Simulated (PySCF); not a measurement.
# One shape, several levels: CH5AsSi (SMILES C1[SiH2][AsH]1)

We compute a comparison of 6 runs (HF/3-21G, HF/def2-SVP, TPSS/STO-3G, B3LYP/6-31G*, r2SCAN/cc-pVTZ) of CH5AsSi. 

Program for the calculation: PySCF 2.14.0.

1 further run of the same task is left out (set aside as unsound or not needed).

## (1) The system as given

CH5AsSi has 8 atoms, charge 0, and is taken as a singlet. SMILES: `C1[SiH2][AsH]1`. The shape is that of a PBE0-D4/def2-TZVP optimisation.

Bond lengths: C1–Si2 1.843 Å, C1–As3 2.046 Å, Si2–As3 2.317 Å, C1–H4 1.084 Å, C1–H5 1.086 Å, Si2–H6 1.480 Å, Si2–H7 1.479 Å, As3–H8 1.526 Å. Some angles: C1–Si2–As3 57.6°, Si2–C1–As3 72.9°, C1–As3–Si2 49.5°, C1–Si2–H6 117.5°, C1–Si2–H7 118.2°, As3–Si2–H6 118.8°, As3–Si2–H7 119.8°, Si2–C1–H4 121.0°, Si2–C1–H5 118.1°, As3–C1–H4 114.8°.

## (2) Energy and forces at HF/3-21G (run 1)

job.py

```python
from pyscf import gto

system = gto.M(
    atom='''
C       -0.770300       0.017900      -0.576000
Si       0.707800       0.663100       0.315700
As      -0.538100      -1.122700       1.107200
H       -0.667200      -0.524000      -1.509300
H       -1.690700       0.591800      -0.522300
H        0.581300       1.973900       0.990500
H        2.040800       0.422300      -0.277100
H        0.428400      -2.079400       0.415600
''',
    charge=0,
    basis='3-21g',
    max_memory=1860,
    verbose=4,
)

mf = system.RHF()
mf.conv_tol = 1e-10
mf.kernel()
if not mf.converged:
    mf = mf.newton().run(mf.mo_coeff, mf.mo_occ)

etot = mf.e_tot
print('Final energy', etot)
grad = mf.nuc_grad_method().kernel()
mf.analyze()
```

Launch:

```sh
$ OMP_NUM_THREADS=1 python job.py
```

The program printed:

```text
PySCF version 2.14.0

[... 79 lines left out ...]
Two-electron Energy =                 1250.144295044168075
[... 9 lines left out ...]
MO #6   energy= -49.7055743000239  occ= 2
[... 7 lines left out ...]
MO #14  energy= -4.2163460184101   occ= 2
[... 7 lines left out ...]
MO #22  energy= -0.768452439090777 occ= 2
[... 7 lines left out ...]
MO #30  energy= 0.105393002595232  occ= 0
[... 7 lines left out ...]
MO #38  energy= 0.455013161539004  occ= 0
[... 7 lines left out ...]
MO #46  energy= 1.02630178330226   occ= 0
[... 7 lines left out ...]
MO #54  energy= 1.90431129221487   occ= 0
[... 65 lines left out ...]
Dipole moment(X, Y, Z, Debye):  0.49752,  0.59650, -0.89212
```

It took 5.7 s on 1 thread of Intel Xeon at 2.50GHz (Skylake/Cascade Lake), shared host; peak memory 0.13 GiB.

## (3) Energy and forces at HF/def2-SVP (run 2)

calc.py

```python
import pyscf.grad
from pyscf import gto

mol = gto.M(
    atom='''
C     -1.455656     0.033826    -1.088482
Si     1.337548     1.253077     0.596587
As    -1.016862    -2.121596     2.092305
H     -1.260825    -0.990216    -2.852164
H     -3.194960     1.118340    -0.987004
H      1.098498     3.730130     1.871774
H      3.856553     0.798031    -0.523643
H      0.809559    -3.929497     0.785370
''',
    unit='bohr',
    charge=0,
    basis='def2-svp',
    verbose=3,
    max_memory=1860,
)

calc0 = mol.RHF()
calc0.conv_tol = 1e-10
calc0.kernel()
if not calc0.converged:
    calc0 = calc0.newton().run(calc0.mo_coeff, calc0.mo_occ)

etot = calc0.e_tot
print(f'total energy: {etot:.8f} hartree')
grad = calc0.Gradients().kernel()
calc0.analyze()
```

Launch:

```sh
$ OMP_NUM_THREADS=1 python calc.py
```

The program printed:

```text
converged SCF energy = -2563.47862908006
[... 10 lines left out ...]
MO #1   energy= -432.519847207571  occ= 2
[... 10 lines left out ...]
MO #12  energy= -5.8587852853576   occ= 2
[... 10 lines left out ...]
MO #23  energy= -0.679158764101509 occ= 2
[... 10 lines left out ...]
MO #34  energy= 0.216553900630935  occ= 0
[... 10 lines left out ...]
MO #45  energy= 0.601906759260481  occ= 0
[... 10 lines left out ...]
MO #56  energy= 0.901353659118547  occ= 0
[... 10 lines left out ...]
MO #67  energy= 1.81106680651023   occ= 0
[... 10 lines left out ...]
MO #78  energy= 2.31458027079867   occ= 0
[... 10 lines left out ...]
MO #89  energy= 3.48988140042314   occ= 0
[... 9 lines left out ...]
Dipole moment(X, Y, Z, Debye):  0.57191,  0.73413, -0.90503
```

It took 21 s on 1 thread of Intel Xeon at 2.50GHz (Skylake/Cascade Lake), shared host; peak memory 0.18 GiB.

Runs 3 to 5 aren't shown in full; the table further down has their settings and results.

## (4) Energy and forces at r2SCAN/cc-pVTZ (run 6)

input.py

```python
# C1[SiH2][AsH]1
from pyscf import gto, dft

system = gto.M(
    atom='''
C       -0.770300       0.017900      -0.576000
Si       0.707800       0.663100       0.315700
As      -0.538100      -1.122700       1.107200
H       -0.667200      -0.524000      -1.509300
H       -1.690700       0.591800      -0.522300
H        0.581300       1.973900       0.990500
H        2.040800       0.422300      -0.277100
H        0.428400      -2.079400       0.415600
''',
    charge=0,
    basis='cc-pvtz',
    max_memory=1860,
    verbose=3,
)

ks = dft.RKS(system)
ks.xc = 'r2scan'
ks.conv_tol = 1e-10
ks.grids.level = 5
ks.kernel()
if not ks.converged:
    ks = ks.newton().run(ks.mo_coeff, ks.mo_occ)

etot = ks.e_tot
print('E = %.10f Eh' % etot)
grad = ks.nuc_grad_method().kernel()
ks.analyze()
```

Launch:

```sh
$ OMP_NUM_THREADS=1 python input.py
```

The program printed:

```text
converged SCF energy = -2566.46489961522
[... 18 lines left out ...]
MO #9   energy= -5.21160027297936  occ= 2
[... 20 lines left out ...]
MO #30  energy= -0.0332497370118841 occ= 0
[... 20 lines left out ...]
MO #51  energy= 0.377004071549987  occ= 0
[... 20 lines left out ...]
MO #72  energy= 0.94638528284942   occ= 0
[... 20 lines left out ...]
MO #93  energy= 1.44566918429852   occ= 0
[... 20 lines left out ...]
MO #114 energy= 2.41107611361464   occ= 0
[... 20 lines left out ...]
MO #135 energy= 3.4123805347902    occ= 0
[... 20 lines left out ...]
MO #156 energy= 4.07704835209116   occ= 0
[... 20 lines left out ...]
MO #177 energy= 11.2030635632653   occ= 0
[... 9 lines left out ...]
Dipole moment(X, Y, Z, Debye):  0.20187,  0.48743, -0.86277
```

Run time: 6 min. Hardware: 1 thread of Intel Xeon at 2.50GHz (Skylake/Cascade Lake), shared host; peak memory 2.4 GiB.

## (5) All runs side by side

```csv
run,level,integration grid,Cartesian functions,energy (Eh),dipole moment (D),HOMO energy (eV),LUMO energy (eV),wall time
1,HF/3-21G,–,no,-2551.337922,1.18,-9.02,2.87,5.7 s
2,HF/def2-SVP,–,no,-2563.478629,1.30,-9.05,3.13,21 s
3,TPSS/STO-3G,5,no,-2537.340933,1.33,-3.46,3.12,31 s
4,B3LYP/6-31G* (spherical functions),5,no,-2566.204687,1.16,-6.57,-0.36,61 s
5,B3LYP/6-31G* (Cartesian functions),5,yes,-2566.213371,1.15,-6.57,-0.36,56 s
6,r2SCAN/cc-pVTZ,5,no,-2566.464900,1.01,-6.14,-0.90,6 min
```

## (6) Outcome

```
                       quantity           value
            run 6: total energy  -2566.46490 Eh
           run 6: dipole moment          1.01 D
             run 6: HOMO energy        -6.14 eV
             run 6: LUMO energy        -0.90 eV
           run 6: HOMO–LUMO gap         5.24 eV
run 6: largest force on an atom      0.215 eV/Å
```

The dipole moment (its size) runs from 1.01 D (r2SCAN/cc-pVTZ) to 1.33 D (TPSS/STO-3G). The two ends differ in method and basis. The HOMO–LUMO gap runs from 5.24 eV (r2SCAN/cc-pVTZ) to 12.18 eV (HF/def2-SVP). Totals of different functionals can't be ranked against each other. In run 3 the basis is minimal, so the values are rough. All runs together took 8.9 min, the longest 6 min.
